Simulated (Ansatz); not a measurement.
# GaPHS (quartet): the correlation ladder, cc-pVDZ

The task here is to estimate one member of a computed series from the others.

Method: cc-pVDZ, core rule «outside noble gas», up to 24 orbitals frozen; program: Ansatz 0.2.0, Gaussian basis.

Plan: UHF; CCSD(T) on ROHF; CCSD(T) on UHF; BCCD(T) on ROHF; CISD; CCSDT(Q) on ROHF; CCSDT(Q) on UHF.

30 further runs of the same task are left out: 3 for a known fault of the program, 10 that didn't finish, 17 set aside as unsound or not needed.

### What is computed

The geometry is a PBE0/def2-TZVP stationary point (not a proven minimum) of the parent state, kept for this charge and spin. No spin-orbit coupling is included. The filled d shell of Ga may be among the frozen orbitals whatever the setting's name suggests; the logs give the count.

4 atoms, charge 0, spin multiplicity 4.

Atoms are counted from 1 here; the program's logs count them from 0.

Bond lengths: Ga1–S2 2.383 Å, Ga1–P3 2.716 Å, S2–P3 2.068 Å, P3–H4 1.421 Å. Angles: S2–Ga1–P3 47.3°, Ga1–S2–P3 74.8°, Ga1–P3–S2 57.9°, Ga1–P3–H4 156.5°, S2–P3–H4 98.6°.

The first run:

Contents of in.yaml:

```yaml
crystal:
  periodic: [false, false, false]
  atoms:
    - {symbol: Ga, position_ang: [0.000000, -0.135446, 1.120787]}
    - {symbol: S, position_ang: [0.000000, 1.132131, -0.896746]}
    - {symbol: P, position_ang: [0.000000, -0.846268, -1.500035]}
    - {symbol: H, position_ang: [0.000000, -0.640869, -2.905642]}
basis:
  gaussian: {orbitals: cc-pVDZ}
magnetization: {spin_polarized: true, initial_magnetization: 3}
hamiltonian: {xc: hf}
output: {orbitals: {seedname: orbitals}}
```

Run with:

```bash
ansatz run in.yaml --threads 1 --pin off --events-out ev --progress --plain --max-ram 2393MiB
```

Among the steps run: UHF; CCSD(T) on ROHF; CCSD(T) on UHF; BCCD(T) on ROHF; CISD; CCSDT(Q) on ROHF; CCSDT(Q) on UHF.

One of the session's tables, all rows but one given; the rest of the session is left out.

It belongs to the step «Misses and costs». 

| method | from UCCSDT(Q) (kcal/mol) |
| --- | --- |
| ROHF | +200.37 |
| UHF | +194.86 |
| RMP2 | +31.60 |
| UMP2 | +31.82 |
| RCCSD | +9.62 |
| UCCSD | +9.04 |
| RCCSD(T) | +1.85 |
| UCCSD(T) | +1.59 |
| BCCD(T) | ? |
| RCCSDT | +0.96 |
| UCCSDT | +0.66 |
| RCCSDT(Q) | +0.34 |
| UCCSDT(Q) | 0 |

Estimate the missing values for BCCD(T).

As computed: from UCCSDT(Q) (kcal/mol): +1.82. In the column «from UCCSDT(Q) (kcal/mol)» it lies between UCCSD(T) (+1.59) and RCCSD(T) (+1.85).

Not comparable, so not listed: CISD (they don't share determinant, frozen orbitals or solution with the rows shown, or repeat one).

To keep in mind: Restricted and unrestricted rows rest on different reference determinants; where their highest levels disagree by more than a few hundredths of an eV, they describe different states and don't form one ladder.
